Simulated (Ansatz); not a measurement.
A nudged elastic band was laid between two geometries of a periodic cell of 33 atoms, LiAl₃₂ (host Al, host structure fcc, interstitial Li).

The calculation used DFT LDA, scalar-relativistic, plane waves, PAW in Ansatz 0.2.0. Settings: PAW set soft_1, cutoff 420 eV, k mesh 3x3x3, gaussian smearing 0.15 eV, no spin polarisation.

```yaml
movable_images: 7
climbing_image: yes
spring: 5.0 eV/Å²
optimiser: quadratic models (default)
start_path: IDPP
force_threshold: 0.05 eV/Å
iteration_limit: 43
end_points: relaxed
```

First end point:

```xyz
33
Lattice="8.1000 0.0000 0.0000 0.0000 8.1000 0.0000 0.0000 0.0000 8.1000" Properties=species:S:1:pos:R:3
Al 4.060 0.088 0.001
Al 5.987 2.007 0.001
Al 6.084 -0.011 2.021
Al -0.008 0.276 -0.010
Al 2.111 2.008 0.001
Al 4.059 3.967 0.001
Al 5.774 6.091 -0.011
Al 2.009 -0.022 2.010
Al 4.045 2.035 2.052
Al 6.107 4.075 1.999
Al 4.045 0.033 4.044
Al 6.044 2.034 4.044
Al 6.072 0.002 6.072
Al -0.010 3.660 -0.013
Al 2.386 6.093 -0.012
Al 0.001 2.008 2.111
Al 1.984 4.088 1.985
Al 4.059 6.074 2.109
Al 0.001 0.088 4.062
Al 2.053 2.035 4.043
Al 4.045 4.024 4.043
Al 5.988 6.073 4.062
Al 2.023 -0.008 6.081
Al 4.045 2.034 6.043
Al 6.091 4.060 6.091
Al -0.010 6.094 2.395
Al 0.001 3.966 4.061
Al 2.110 6.074 4.061
Al 0.001 2.007 5.986
Al 2.002 4.071 6.104
Al 4.059 6.073 5.988
Al -0.008 6.090 5.782
Li 0.041 5.996 0.053
```

Last end point:

```xyz
33
Lattice="8.1000 0.0000 0.0000 0.0000 8.1000 0.0000 0.0000 0.0000 8.1000" Properties=species:S:1:pos:R:3
Al 3.603 0.024 -0.001
Al 6.106 2.291 -0.001
Al 6.112 0.021 2.352
Al 0.227 0.015 -0.001
Al 1.992 2.120 0.000
Al 3.974 4.033 0.000
Al 6.116 5.683 -0.001
Al 1.994 0.000 2.117
Al 4.069 1.997 2.001
Al 6.076 4.032 2.111
Al 3.976 0.001 4.051
Al 6.075 2.112 4.051
Al 6.111 0.021 5.753
Al 0.091 4.030 0.000
Al 1.995 5.988 0.000
Al 0.010 2.037 2.038
Al 2.048 4.063 2.055
Al 4.098 6.126 1.970
Al 0.089 0.000 4.051
Al 2.046 2.061 4.050
Al 4.032 4.064 4.049
Al 6.076 5.996 4.051
Al 1.994 0.000 5.983
Al 4.068 1.998 6.098
Al 6.076 4.032 5.988
Al -0.010 6.078 2.020
Al 0.040 4.061 4.050
Al 2.049 6.051 4.049
Al 0.011 2.037 6.061
Al 2.048 4.063 6.045
Al 4.097 6.124 6.129
Al -0.009 6.077 6.080
Li -2.180 8.011 0.004
```

(1) Which bonds break or form, and what moves?

(2) Give the energies along the band, and the barrier.

(3) What is the geometry of the highest image?

The band took 18 iterations and about 120 core-minutes.

## Answers

(1) The atom that moves furthest is Li33, by 3.00 Å; four of its nearest neighbours are Al14 2.34, Al26 2.34, Al15 2.35, Al7 2.37 Å at the first end and Al1 2.32, Al7 2.34, Al3 2.36, Al13 2.36 Å at the last.

(2) It converged. The highest image is number 4 of 0 to 8, 0.60 eV above the ends, which have the same energy within 2 meV. By the program's own check the climbing image is a first-order saddle point (lowest curvatures found: -0.61 and 0.29 eV/Å²). Limits of this set-up: coarse k mesh, PAW files made for another functional, a small cell, in which the defect meets its images, a typed lattice constant that wasn't relaxed here.

| image | path coordinate (Å) | energy (eV) | Al1–Al2 (Å) | Al1–Al7 (Å) | Al14–Li33 (Å) |
| --- | --- | --- | --- | --- | --- |
| 0 | 0.00 | 0.00 | 2.72 | 2.71 | 2.34 |
| 1 | 0.80 | 0.01 | 2.80 | 2.77 | 2.51 |
| 2 | 1.60 | 0.10 | 2.79 | 2.80 | 2.93 |
| 3 | 2.40 | 0.39 | 2.80 | 2.79 | 3.32 |
| 4 | 3.20 | 0.60 | 2.83 | 2.88 | 3.81 |
| 5 | 3.82 | 0.48 | 2.88 | 3.07 | 4.06 |
| 6 | 4.43 | 0.19 | 2.95 | 3.23 | 4.19 |
| 7 | 5.05 | 0.01 | 3.09 | 3.34 | 4.33 |
| 8 | 5.66 | 0.00 | 3.38 | 3.50 | 4.58 |

(3) 
```xyz
33
Lattice="8.1000 0.0000 0.0000 0.0000 8.1000 0.0000 0.0000 0.0000 8.1000" Properties=species:S:1:pos:R:3
Al 4.241 -0.247 -0.002
Al 5.960 1.996 -0.001
Al 6.021 -0.069 2.179
Al 0.458 1.108 0.011
Al 2.704 1.989 0.001
Al 3.887 4.194 -0.001
Al 5.990 5.563 0.005
Al 1.992 0.003 2.008
Al 4.107 1.970 2.159
Al 6.033 3.942 2.096
Al 3.952 -0.076 4.049
Al 6.038 1.967 4.052
Al 6.013 -0.072 5.912
Al 0.091 3.863 0.003
Al 1.867 6.156 0.000
Al -0.040 2.077 2.310
Al 1.997 4.028 2.037
Al 3.964 6.036 2.065
Al 0.018 -0.086 4.051
Al 2.051 2.013 4.054
Al 3.997 4.026 4.051
Al 5.989 5.991 4.047
Al 1.987 0.004 6.097
Al 4.105 1.970 5.944
Al 6.031 3.944 6.007
Al -0.079 6.032 2.005
Al -0.028 4.156 4.053
Al 1.975 6.057 4.051
Al -0.045 2.071 5.803
Al 1.993 4.027 6.067
Al 3.962 6.036 6.034
Al -0.081 6.028 6.094
Li -0.978 7.517 -0.013
```

Time of the run: 33 min on 4 threads of Arm Neoverse V2, on a shared host, peak memory 4.9 GiB.
